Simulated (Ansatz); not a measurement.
## Molecular dynamics of Ba3Ti3ClO9

Input:

```yaml
crystal:
  lattice:
    - [5.654034, 0.0, 0.0]
    - [0.0, 6.953776, 0.0]
    - [0.0, 0.0, 22.964091]
  atoms:
    - { symbol: Ba, position: [0.0, 0.0, 0.0435462] }
    - { symbol: Ti, position: [0.5, 0.1546667, 0.1146215] }
    - { symbol: O, position: [0.74605, 0.0142333, 0.1495977] }
    - { symbol: O, position: [0.5, 0.0142333, 0.0446692] }
    - { symbol: O, position: [0.25395, 0.0142333, 0.1495977] }
    - { symbol: Ba, position: [0.0, 0.3333333, 0.1856968] }
    - { symbol: Ti, position: [0.0, 0.488, 0.0435462] }
    - { symbol: O, position: [0.24605, 0.3475667, 0.0785224] }
    - { symbol: O, position: [0.5, 0.3475667, 0.1868198] }
    - { symbol: O, position: [0.75395, 0.3475667, 0.0785224] }
    - { symbol: Ba, position: [0.5, 0.6666667, 0.1146215] }
    - { symbol: Ti, position: [1.0, 0.8213333, 0.1856968] }
    - { symbol: O, position: [0.24605, 0.6809, 0.2206729] }
    - { symbol: O, position: [1.0, 0.6809, 0.1157445] }
    - { symbol: O, position: [0.75395, 0.6809, 0.2206729] }
    - { symbol: Ba, position: [0.5, 0.0, 0.2567721] }
    - { symbol: Ti, position: [1.0, 0.1546667, 0.3278474] }
    - { symbol: O, position: [0.24605, 0.0142333, 0.3628235] }
    - { symbol: O, position: [1.0, 0.0142333, 0.2578951] }
    - { symbol: O, position: [0.75395, 0.0142333, 0.3628235] }
    - { symbol: Ba, position: [0.5, 0.3333333, 0.3989226] }
    - { symbol: Ti, position: [0.5, 0.488, 0.2567721] }
    - { symbol: O, position: [0.74605, 0.3475667, 0.2917482] }
    - { symbol: O, position: [1.0, 0.3475667, 0.4000456] }
    - { symbol: O, position: [0.25395, 0.3475667, 0.2917482] }
    - { symbol: Ba, position: [1.0, 0.6666667, 0.3278474] }
    - { symbol: Ti, position: [0.5, 0.8213333, 0.3989226] }
    - { symbol: O, position: [0.74605, 0.6809, 0.4338988] }
    - { symbol: O, position: [0.5, 0.6809, 0.3289703] }
    - { symbol: O, position: [0.25395, 0.6809, 0.4338988] }
    - { symbol: Cl, position: [0.0049412, 0.9108067, 0.6402139] }
    - { symbol: Cl, position: [0.3197634, 0.7796706, 0.6423912] }
basis:
  ecutwfc: 420.0
kpoints:
  mp_grid: { grid: [2, 1, 1] }
hamiltonian:
  xc: pbe
  dispersion: d3bj
  pseudopotentials: { kind: paw, azcp: { folder: soft_1 } }
scf:
  occupations: { method: fermi_dirac, width: 0.02 }
  lower_state_search: "off"
md:
  timestep: 1
  n_steps: 190
  ensemble: nve
  initial_velocities: zero
  seed: 443548
  initial_site_velocities:
    - { site: 30, velocity: [0.0, 0.0, -0.005217] }
    - { site: 31, velocity: [0.0, 0.0, -0.005217] }
  constraints: [{ sites: [0, 3, 6, 7, 9] }]
```

Command:

```bash
$ ansatz run input.yaml --threads 2 --pin off --max-ram 5120MiB --backend cpu --events-out ev --progress --plain --runs-dir out
```

It starts from an unrelaxed structure (largest force component 5.02 eV/Å).

Output, in part (step lines):

```
md step     0: t =     0.00 fs  T =    28.7 K  F+E_penalty+E_count = -63110.08368013 eV  E_kin = 0.099999 eV  conserved = -63109.98368091 eV  (34 SCF iters)
md step     1: t =     1.00 fs  T =    33.0 K  F+E_penalty+E_count = -63110.09874451 eV  E_kin = 0.115050 eV  conserved = -63109.98369468 eV  (14 SCF iters)
md step     2: t =     2.00 fs  T =    45.7 K  F+E_penalty+E_count = -63110.14329045 eV  E_kin = 0.159555 eV  conserved = -63109.98373548 eV  (17 SCF iters)
md step     3: t =     3.00 fs  T =    66.7 K  F+E_penalty+E_count = -63110.21666478 eV  E_kin = 0.232863 eV  conserved = -63109.98380208 eV  (17 SCF iters)
md step     4: t =     4.00 fs  T =    95.7 K  F+E_penalty+E_count = -63110.31780655 eV  E_kin = 0.333915 eV  conserved = -63109.98389202 eV  (18 SCF iters)
md step     5: t =     5.00 fs  T =   132.2 K  F+E_penalty+E_count = -63110.44528339 eV  E_kin = 0.461281 eV  conserved = -63109.98400212 eV  (8 SCF iters)
md step     6: t =     6.00 fs  T =   175.7 K  F+E_penalty+E_count = -63110.59733099 eV  E_kin = 0.613199 eV  conserved = -63109.98413214 eV  (7 SCF iters)
md step     7: t =     7.00 fs  T =   225.7 K  F+E_penalty+E_count = -63110.77188649 eV  E_kin = 0.787605 eV  conserved = -63109.98428157 eV  (8 SCF iters)
[... lines left out ...]
```

The steps, from the saved trajectory:

```tsv
time (fs)	T (K)	potential energy less start (eV)	conserved less start (meV/atom)
0	29	0.000	0.00
6	176	-0.514	-0.01
12	544	-1.801	-0.06
18	901	-3.048	-0.15
24	909	-3.079	-0.23
30	642	-2.141	0.01
36	851	-2.879	-0.23
42	746	-2.507	-0.15
48	439	-1.432	-0.02
54	504	-1.660	-0.06
60	786	-2.648	-0.17
66	832	-2.809	-0.15
72	730	-2.452	-0.13
78	681	-2.280	-0.10
84	740	-2.487	-0.16
90	668	-2.235	-0.09
96	586	-1.946	-0.07
102	594	-1.977	-0.07
108	712	-2.389	-0.08
114	850	-2.870	-0.15
120	780	-2.629	-0.16
126	576	-1.910	-0.03
132	735	-2.471	-0.17
138	806	-2.718	-0.16
144	669	-2.237	-0.07
150	678	-2.268	-0.07
156	828	-2.793	-0.11
162	898	-3.041	-0.17
168	689	-2.308	-0.10
174	603	-2.007	-0.03
180	834	-2.819	-0.21
186	692	-2.317	-0.11
```

The run went to its last step. The conserved energy stayed within 0.25 meV per atom of its start (net change -0.028 meV per atom), so the integration is sound. A run of 0.19 ps of so small a system gives no equilibrium averages. Limits of this set-up: coarse k mesh, slab without dipole correction, a typed lattice constant that wasn't relaxed here.

Mean squared displacements from the first frame to the last: Ba 0.14 Å², Ti 0.08 Å², O 0.06 Å², Cl 1.28 Å².

Last frame:

```xyz
32
Lattice="5.6540 0.0000 0.0000 0.0000 6.9538 0.0000 0.0000 0.0000 22.9641" Properties=species:S:1:pos:R:3
Ba 0.000 0.000 1.000
Ti 2.827 0.929 2.672
O 4.216 0.019 3.260
O 2.827 0.099 1.026
O 1.438 0.019 3.260
Ba 0.000 2.219 4.511
Ti 0.000 3.393 1.000
O 1.391 2.417 1.803
O 2.827 1.944 4.319
O 4.263 2.417 1.803
Ba 2.827 4.582 2.770
Ti 5.654 5.880 4.604
O 1.412 4.657 4.934
O 5.654 4.652 2.410
O 4.242 4.657 4.934
Ba 2.827 0.028 5.957
Ti 5.653 1.203 7.999
O 1.509 0.231 8.521
O 5.654 0.253 6.052
O 4.145 0.230 8.521
Ba 2.824 2.521 9.876
Ti 2.827 3.321 6.132
O 4.232 2.366 6.777
O 5.654 2.171 9.450
O 1.421 2.367 6.777
Ba 5.653 4.571 7.956
Ti 2.826 5.679 9.304
O 4.106 4.945 10.246
O 2.828 4.587 7.762
O 1.542 4.946 10.237
Cl 0.064 6.365 13.616
Cl 1.795 5.375 13.579
```

The run took 64 min on 2 threads of Arm Neoverse N1, with other jobs on the host, peak memory 2 GiB.
